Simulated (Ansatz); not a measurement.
# CH3LiSe (SMILES [Li][Se]C): functionals against CCSD(T) at one geometry

The task here is to estimate one member of a computed series from the others.

The runs use Ansatz 0.2.0, Gaussian basis; single points in def2-TZVPP.

Correlated methods freeze the cores. Filled d shells of the heavier atoms are correlated. The outer core shell of Li, Na, Mg and K is correlated. B3LYP uses VWN-RPA correlation.

**The starting structure**

SMILES `[Li][Se]C`, 6 atoms, charge 0, spin multiplicity 1.

Atoms are counted from 1 here; the program's logs count them from 0.

Bond lengths: Li1–Se2 2.375 Å, Se2–C3 2.066 Å, C3–H4 1.126 Å, C3–H5 1.150 Å, C3–H6 1.123 Å. Angles: Li1–Se2–C3 113.2°, Se2–C3–H4 109.8°, Se2–C3–H5 105.9°, Se2–C3–H6 108.6°, H4–C3–H5 108.5°, H4–C3–H6 112.5°, H5–C3–H6 111.5°.

As a file:

```mol
CH3LiSe
  3D, bonds by distance, orders not assigned

  6  5  0  0  0  0  0  0  0  0999 V2000
   -1.1289   -2.5469    1.0543 Li  0  0
   -1.2936   -0.5913   -0.2837 Se  0  0
    0.3811    0.6141   -0.1723 C   0  0
    1.2790    0.0548   -0.5579 H   0  0
    0.1765    1.5024   -0.8739 H   0  0
    0.5102    0.9518    0.8912 H   0  0
  1  2  8  0
  2  3  8  0
  3  4  8  0
  3  5  8  0
  3  6  8  0
M  END
```

The first run:

Input file run/in.yaml:

```yaml
crystal:
  periodic: [false, false, false]
  atoms:
    - {symbol: Li, position_ang: [-1.128900, -2.546900, 1.054300]}
    - {symbol: Se, position_ang: [-1.293600, -0.591300, -0.283700]}
    - {symbol: C, position_ang: [0.381100, 0.614100, -0.172300]}
    - {symbol: H, position_ang: [1.279000, 0.054800, -0.557900]}
    - {symbol: H, position_ang: [0.176500, 1.502400, -0.873900]}
    - {symbol: H, position_ang: [0.510200, 0.951800, 0.891200]}
basis:
  gaussian: {orbitals: def2-TZVPP}
correlation: {method: ccsd_t}
output: {forces: true}
```

Run with:

```bash
ansatz run in.yaml --threads 4 --pin off --events-out ev --progress --plain --max-ram 5222MiB
```

Steps of the session up to this table: CCSD(T)/def2-TZVPP; PBE0-D4/def2-TZVPP; wB97M-V/def2-TZVPP; r2SCAN-D4/def2-TZVPP; PBE-D4/def2-TZVPP; B3LYP-D4/def2-TZVPP; BLYP-D4/def2-TZVPP.

One table of the session follows, with a row left open; its other results are not shown here.

| method | RMS force component (eV/Å) | angle to CCSD(T) forces (°) | dipole (D) |
| --- | --- | --- | --- |
| CCSD(T) | 0.656 | reference | 7.12 |
| PBE0-D4 | 0.676 | 3.2 | 6.89 |
| wB97M-V | 0.698 | 3.1 | 7.01 |
| r2SCAN-D4 | 0.653 | 2.1 | 6.94 |
| PBE-D4 | 0.552 | 3.8 | 6.56 |
| B3LYP-D4 | ? | ? | ? |
| BLYP-D4 | 0.550 | 12.9 | 6.46 |

Estimate the missing values for B3LYP-D4.

**Answer.** RMS force component (eV/Å): 0.655; angle to CCSD(T) forces (°): 6.4; dipole (D): 6.78. In the column «RMS force component (eV/Å)» it lies between r2SCAN-D4 (0.653) and CCSD(T) (0.656).
